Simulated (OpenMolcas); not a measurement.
# A workflow on B

Aim: a series of 9 runs (ROHF/6-31G*, CASSCF(3,4)/6-31G*, CASPT2(3,4)/6-31G*, CASPT2[IPEA 0](3,4)/6-31G*, SC-NEVPT2(3,4)/6-31G*, PC-NEVPT2(3,4)/6-31G*, MC-PDFT[tPBE](3,4)/6-31G*, MC-PDFT[ftPBE](3,4)/6-31G*, and more) of B. 

The results are computed with OpenMolcas 26.06.

52 further runs of the same task are left out: 52 set aside as unsound or not needed.

## (1) A single-point energy at ROHF/6-31G(d) (spherical functions) (run 1)

File step1.inp:

```
&GATEWAY
  BasLib = $CurrDir
  Coord
  1
  bohr
  B      0.00000000     0.00000000     0.00000000
  Basis = 6-31Gs
  Group = NoSym

&SEWARD

&SCF
  UHF
  Spin = 2
  PrOrbitals = 1 2

&RASSCF
  FileOrb = $Project.UnaOrb
  Spin = 2
  Nactel = 1 0 0
  Inactive = 2
  Ras2 = 1
  OutOrbitals = Canonical
  OrbListing = Nothing
```

The basis set 6-31G* is read from a file made from the Basis Set Exchange's data (not shown).

Launch:

```console
export MOLCAS_MEM=1860
pymolcas step1.inp > step1.log
```

The program printed:

```text
--- Start Module: gateway ---
[...]
--- Stop Module: gateway /rc=_RC_ALL_IS_WELL_ ---
[...]
      Basis functions           14
[...]
--- Start Module: scf ---
[...]
       Convergence after   7 Iterations
[...]
::    Total SCF energy                                -24.5219719297
[...]
      Total spin, S                                     0.5018903055
[...]
--- Stop Module: scf /rc=_RC_ALL_IS_WELL_ ---
--- Start Module: rasscf ---
[...]
      Number of active orbitals                  1
[...]
      Spin quantum number                      0.5
[...]
      Active orbitals                            1
[...]
      Number of CSFs                             1
[...]
      Number of root(s) required                 1
[...]
      Convergence after  7 iterations
[...]
      printout of CI-coefficients larger than  0.05 for root  1
      energy=     -24.519364
      conf/sym  1     Coeff  Weight
             1  u   1.00000 1.00000
      Natural orbitals and occupation numbers for root  1
      sym 1:   1.000000
      ************************************************************************************************************************
      *                                                    Final results                                                     *
[...]
::    RASSCF root number  1 Total energy:    -24.51936373
[...]
      Total electronic charge=    5.000000
      Total            charge=   -0.000000
[...]
      Dipole Moment (debye):
      Origin of the operator (angstrom)=    0.0000    0.0000    0.0000
                   X= -1.1198E-17               Y=  1.1900E-16               Z= -1.6864E-16           Total=  2.0670E-16
      Quadrupole Moment (debye*angstrom):
[...]
--- Stop Module: rasscf /rc=_RC_ALL_IS_WELL_ ---
[...]
```

Run time: 3.6 s. Hardware: 1 thread of AMD EPYC 7R43 (Zen 3), shared host; peak memory 0.37 GiB.

## (2) The B atom: a single-point energy at CASSCF(3,4)/6-31G(d) (spherical functions) (run 2)

File step2.input:

```
&GATEWAY
 BasLib
 $CurrDir
 Coord
 1
 bohr
 B      0.00000000     0.00000000     0.00000000
 Basis
 6-31Gs
 Group
 NoSym

&SEWARD

&RASSCF
 FileOrb
 $CurrDir/step1.RasOrb
 Spin
 2
 Nactel
 3 0 0
 Inactive
 1
 Ras2
 4
 OrbListing
 Nothing
```

The basis set 6-31G* is read from a file made from the Basis Set Exchange's data (not shown).

Run the same way, it converges to -24.55394 Eh (log not shown).

Runs 3 to 7 aren't shown in full; the table further down has their settings and results.

## (3) The B atom: a single-point energy at MC-PDFT[ftPBE](3,4)/6-31G(d) (spherical functions) (run 8)

File step8.input:

```
&GATEWAY
BasLib = $CurrDir
Coord
1
bohr
B      0.00000000     0.00000000     0.00000000
Basis = 6-31Gs
Group = NoSym
&SEWARD
&RASSCF
FileOrb = $CurrDir/step2.RasOrb
Spin = 2
Nactel = 3 0 0
Inactive = 1
Ras2 = 4
OrbListing = Nothing
&MCPDFT
KSDFT = FT:PBE
```

The basis set 6-31G* is read from a file made from the Basis Set Exchange's data (not shown).

Launch:

```console
export MOLCAS_MEM=1860
pymolcas step8.input > step8.log
```

The program printed:

```text
--- Start Module: gateway ---
[...]
--- Stop Module: gateway /rc=_RC_ALL_IS_WELL_ ---
[...]
      Basis functions           14
[...]
--- Start Module: rasscf ---
[...]
      Number of active orbitals                  4
[...]
      Spin quantum number                      0.5
[...]
      Active orbitals                            4
[...]
      Number of CSFs                            20
[...]
      Number of root(s) required                 1
[...]
      Convergence after  4 iterations
[...]
      printout of CI-coefficients larger than  0.05 for root  1
      energy=     -24.553942
      conf/sym  1111     Coeff  Weight
             1  2u00  -0.97178 0.94436
            15  0u20  -0.16680 0.02782
            18  0u02  -0.16680 0.02782
      Natural orbitals and occupation numbers for root  1
      sym 1:   1.888712   1.000000   0.055644   0.055644
      ************************************************************************************************************************
      *                                                    Final results                                                     *
[...]
::    RASSCF root number  1 Total energy:    -24.55394238
[...]
      Total electronic charge=    5.000000
      Total            charge=   -0.000000
[...]
      Dipole Moment (debye):
      Origin of the operator (angstrom)=    0.0000    0.0000    0.0000
                   X= -2.7053E-15               Y= -1.1762E-14               Z= -3.2424E-14           Total=  3.4597E-14
      Quadrupole Moment (debye*angstrom):
[...]
--- Stop Module: rasscf /rc=_RC_ALL_IS_WELL_ ---
--- Start Module: mcpdft ---
[...]
::    MCPDFT root number  1 Total energy:    -24.61338847
--- Stop Module: mcpdft /rc=_RC_ALL_IS_WELL_ ---
[...]
```

It took 3 s on 1 thread of AMD EPYC 7R43 (Zen 3), shared host; peak memory 0.37 GiB.

## (4) The B atom: a single-point energy at MRCI(3,4)/6-31G(d) (spherical functions) (run 9)

File step9.inp:

```
&GATEWAY
 BasLib=$CurrDir
 Coord
 1
 bohr
 B      0.00000000     0.00000000     0.00000000
 Basis=6-31Gs
 Group=NoSym

&SEWARD

&RASSCF
 FileOrb=$CurrDir/step2.RasOrb
 Spin=2
 Nactel=3 0 0
 Inactive=1
 Ras2=4
 OrbListing=Nothing

&MOTRA
 LumOrb
 Frozen=1

&GUGA
 Electrons=3
 Spin=2
 Inactive=0
 Active=4
 CIAll=1

&MRCI
 SDCI
```

The basis set 6-31G* is read from a file made from the Basis Set Exchange's data (not shown).

Run the same way, it converges to -24.57951 Eh (log not shown).

## (5) All runs side by side

```csv
run,level,active rule,inactive,energy (Eh),dipole moment (D) of the reference,wall time
1,ROHF/6-31G* (spherical functions),–,–,-24.519364,0.00,3.6 s
2,"CASSCF(3,4)/6-31G* (spherical functions)",full valence,1,-24.553942,0.00,2.7 s
3,"CASPT2(3,4)/6-31G* (spherical functions)",full valence,1,-24.573151,0.00,2.8 s
4,"CASPT2[IPEA 0](3,4)/6-31G* (spherical functions)",full valence,1,-24.575345,0.00,2.7 s
5,"SC-NEVPT2(3,4)/6-31G* (spherical functions)",full valence,1,-24.573157,0.00,2.7 s
6,"PC-NEVPT2(3,4)/6-31G* (spherical functions)",full valence,1,-24.573186,0.00,2.7 s
7,"MC-PDFT[tPBE](3,4)/6-31G* (spherical functions)",full valence,1,-24.603557,0.00,3 s
8,"MC-PDFT[ftPBE](3,4)/6-31G* (spherical functions)",full valence,1,-24.613388,0.00,3 s
9,"MRCI(3,4)/6-31G* (spherical functions)",full valence,1,-24.579511,0.00,2.8 s
```

## (6) Results

| quantity | value |
| --- | --- |
| B atom, run 9: total energy | -24.57951 Eh |
| B atom, run 9: dipole moment (CASSCF density) | 0.00 D |

Below the ROHF energy at the same shape and in the same basis (6-31G*): CASSCF(3,4) -34.6 mEh; CASPT2(3,4) -53.8 mEh; CASPT2[IPEA 0](3,4) -56.0 mEh; SC-NEVPT2(3,4) -53.8 mEh; PC-NEVPT2(3,4) -53.8 mEh; MRCI(3,4) -60.1 mEh. Active-space methods hold only the correlation inside their space unless a perturbation or CI step follows. All runs together took 26 s, the longest 3.6 s.
